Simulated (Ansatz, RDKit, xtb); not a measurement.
**C3H5FO3: ranking a sample of isomers**

Which of a sample of isomers of C3H5FO3 is the most stable in the gas at 298.15 K, and what are its properties? The sample is small against all isomers, and the most stable one of this formula need not be in it.

The funnel: GFN2-xTB relaxations, single points with a density functional, relaxations at PBE-D3(BJ)/def2-SVP, harmonic vibrations (at GFN2-xTB), and a last energy at a higher level. All values are calculated.

## (1) Drawing up candidates

Isomers were taken from a list of plausible structures; this is a sample, not all of them. That gives 4 candidates.

```tsv
label	SMILES	spin
c222	O=CO[C@H](F)CO	singlet
c427	FC1OCOCO1	singlet
c732	CO[C@H](F)C(=O)O	singlet
c906	COC(=O)OCF	singlet
```

Candidates are built by distance geometry, with a force field where one applies, in up to four conformers (letters a to d).

**Question.** With final energies at CCSD(T)/def2-SVP + MP2/def2-TZVPP - MP2/def2-SVP, which structure will this search put lowest in free energy, and by what margin?

| quantity | value |
| --- | --- |
| lowest structure found | COC(=O)OCF, singlet |
| next finalist | CO[C@H](F)C(=O)O, singlet, 6.1 kcal/mol higher in G |
| share at equilibrium, among the finalists | 100.0 % |

`COC(=O)OCF` comes out lowest. The margin of 6.1 kcal/mol over the next finalist is beyond the usual error of the last level; it says nothing of structures that weren't ranked. GFN2-xTB, r2SCAN-D4/def2-SVP, PBE-D3(BJ)/def2-SVP, HF/def2-SVP and MP2/def2-SVP already put its bonding pattern lowest among the structures in one piece; HF/STO-3G favours the singlet FC1OCOCO1 (c427b, not a finalist). One minimum inside the window was never screened. The search is not exhaustive (a finite list of starts, one conformer a finalist), so a lower isomer can't be ruled out. Only 4 drawn patterns were tried, so whole families of isomers are missing, and the result ranks this sample alone. The lowest isomer need not be the one that is made and kept in a bottle, which depends on barriers.
